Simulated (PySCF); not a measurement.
# C3H3FO4Si: electronic excitations

Wanted: the electronic excitations of C3H3FO4Si (`C[Si]1(F)OC(=O)C(=O)O1`), by calculation.

Programs: PySCF 2.14.0, with density-fitted response routines of our own. Each step states its level of theory. These are calculated values for one molecule in the gas phase, unless marked as measured. Atoms count from 0, in the outputs and in this text.

### 1 The molecule as given

12 atoms, charge 0, multiplicity 1; geometry from: GFN2-xTB.

Bonds of the start (Å): C0–Si1 1.87, Si1–F2 1.60, Si1–O3 1.65, O3–C4 1.34, C4–O5 1.19, C4–C6 1.55, C6–O7 1.19, C6–O8 1.34, O8–Si1 1.65, C0–H9 1.09, C0–H10 1.09, C0–H11 1.09.

### 2 Excited states and response: CAM-B3LYP/def2-SVPD

What the job is given:

```
{"job": {"kind": "uv", "xc": "CAM-B3LYP", "basis": "def2-SVPD", "nstates": 8, "ntriplets": 3}, "charge": 0, "multiplicity": 1}
C     -1.946844    -0.171105    -0.628826
Si    -0.483680    -0.363381     0.523371
F     -0.794374    -1.124778     1.891998
O      0.297542     1.041414     0.907913
C      1.589961     1.050662     0.541449
O      2.329725     1.963309     0.708456
C      1.939038    -0.297817    -0.128517
O      2.996194    -0.609193    -0.568403
O      0.847269    -1.080217    -0.144820
H     -2.741513     0.383611    -0.140120
H     -2.344051    -1.144599    -0.898280
H     -1.688068     0.351410    -1.546118
```

With the program's defaults for keys left out, this is: TDDFT CAM-B3LYP/def2-SVPD, vertical, gas phase, core orbitals frozen in the response.

On the command line:

```console
$ OMP_NUM_THREADS=1 python probes_run.py task.json out
```

One launch serves the whole session: the jobs run in the order shown.

Predict these results of the whole session: lowest singlet (CAM-B3LYP/def2-SVPD); brightest single state of those computed; lowest triplet; surface potential, 1st and 99th percentile.

As calculated:

```
                                quantity                        value
    lowest singlet (CAM-B3LYP/def2-SVPD)  4.38 eV (283 nm), f = 0.000
brightest single state of those computed  state 4, 7.61 eV, f = 0.159
                          lowest triplet                      3.81 eV
   surface potential, 1st and 99th percentile           -1.47 V and 2.53 V
```

What this shows: The first singlet state (HOMO→LUMO 0.97) lies at 4.38 eV and is dark; of the 8 states computed, the strongest absorption comes from state 4 at 7.61 eV. The lowest triplet lies 0.57 eV below the lowest singlet (triplets in Tamm-Dancoff, singlets in full TDDFT). By nearest atom (CAM-B3LYP/def2-SVPD), the HOMO sits on O5, O7 about 34 % each; C4, C6 about 8 % each and the LUMO on C4, C6 about 25 % each; O5, O7 about 18 % each.
